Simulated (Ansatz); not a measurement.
# CH₂BNSe: one species, many methods

An exercise on one series of results from a longer session: the logs are not shown, and one member is left open.

The runs use Ansatz 0.2.0, Gaussian basis; functionals in def2-TZVPP, the program's frozen cores in correlated methods.

The runs, in order: LDA (SPW92), PBE-D4, revPBE-D4, BLYP-D4, r2SCAN-D4, B97M-V, PBE0-D4, B3LYP-D4, r2SCANh-D4, r2SCAN0-D4, HSE06-D4, BHLYP-D4, CAM-B3LYP-D4, LC-ωPBE, ωB97X-V, ωB97M-V, B2PLYP, PBE-QIDH; CCSD(T)/def2-SVP; CCSD(T)/def2-TZVPP; MP2/def2-QZVPP; extrapolation to the limit; RPA on PBE.

## The geometry

An earlier PBE0-D4 in a triple-zeta def2 set relaxation fixed the geometry.

SMILES `B1N=C[Se]1`, 6 atoms, charge 0, spin multiplicity 1.

Atoms are counted from 1 here; the program's logs count them from 0.

Bond lengths: B1–N2 1.450 Å, B1–Se4 1.998 Å, B1–H5 1.188 Å, N2–C3 1.282 Å, C3–Se4 1.949 Å, C3–H6 1.094 Å. Angles: N2–B1–Se4 101.8°, N2–B1–H5 127.9°, Se4–B1–H5 127.5°, B1–N2–C3 84.5°, N2–C3–Se4 111.5°, N2–C3–H6 126.7°, Se4–C3–H6 121.4°, B1–Se4–C3 55.6°.

Geometry (Å):

```xyz
6

B    -0.4670    0.7036   -0.4226
N     0.6877    0.7409    0.4531
C     0.5109   -0.5265    0.5366
Se   -1.3246   -1.0216    0.1080
H    -0.6476    1.3239   -1.4199
H     1.2828   -1.2844    0.6986
```

Set-up of the first run:

The input, in.yaml:

```yaml
crystal:
  periodic: [false, false, false]
  atoms:
    - {symbol: B, position_ang: [-0.467034, 0.703614, -0.422565]}
    - {symbol: N, position_ang: [0.687661, 0.740930, 0.453123]}
    - {symbol: C, position_ang: [0.510862, -0.526537, 0.536611]}
    - {symbol: Se, position_ang: [-1.324644, -1.021606, 0.107990]}
    - {symbol: H, position_ang: [-0.647570, 1.323874, -1.419911]}
    - {symbol: H, position_ang: [1.282825, -1.284373, 0.698552]}
basis:
  gaussian: {orbitals: def2-TZVPP}
hamiltonian: {xc: lda}
output: {orbitals: {seedname: orbitals}}
```

The run is started by

```console
$ ansatz run in.yaml --threads 2 --pin off --events-out ev --progress --plain --max-ram 4352MiB
```

Steps of the session up to this table: LDA; PBE-D4 (GGA); revPBE-D4 (GGA); BLYP-D4 (GGA); r2SCAN-D4 (meta-GGA); B97M-V (meta-GGA); PBE0-D4 (hybrid); B3LYP-D4 (hybrid); r2SCANh-D4 (hybrid); r2SCAN0-D4 (hybrid); HSE06-D4 (hybrid); BHLYP-D4 (hybrid); CAM-B3LYP-D4 (range-separated); LC-ωPBE (range-separated); ωB97X-V (range-separated); ωB97M-V (range-separated); B2PLYP (double hybrid); PBE-QIDH (double hybrid).

One of the session's tables, all rows but one given; the rest of the session is left out.

It belongs to the step «Frontier levels by functional». 

| functional | HOMO (eV) | LUMO (eV) | gap (eV) |
| --- | --- | --- | --- |
| LDA (SPW92) | -6.03 | -3.19 | 2.84 |
| PBE-D4 | -5.86 | -2.92 | 2.94 |
| revPBE-D4 | -5.80 | -2.82 | 2.98 |
| BLYP-D4 | -5.69 | -2.76 | 2.93 |
| r2SCAN-D4 | -6.09 | -2.70 | 3.39 |
| B97M-V | -6.13 | -2.57 | 3.55 |
| PBE0-D4 | -6.97 | -1.90 | 5.07 |
| B3LYP-D4 | ? | ? | ? |
| r2SCANh-D4 | -6.50 | -2.32 | 4.18 |
| r2SCAN0-D4 | -7.12 | -1.77 | 5.35 |
| HSE06-D4 | -6.57 | -2.29 | 4.29 |
| BHLYP-D4 | -7.92 | -0.75 | 7.17 |
| CAM-B3LYP-D4 | -8.22 | -0.73 | 7.49 |
| LC-ωPBE | -9.56 | 0.43 | 9.99 |
| ωB97X-V | -9.20 | 0.37 | 9.58 |
| ωB97M-V | -9.08 | 0.23 | 9.31 |

Estimate the missing values for B3LYP-D4.

Worked estimate for «HOMO (eV)». Against the share of exact exchange, BLYP-D4 (0, -5.69), BHLYP-D4 (0.5, -7.92) give a slope of -4.46 per unit share; at 0.2 the line stands at -6.58.

As computed: HOMO (eV): -6.74; LUMO (eV): -2.11; gap (eV): 4.63. In «HOMO (eV)» the line misses by +0.16.
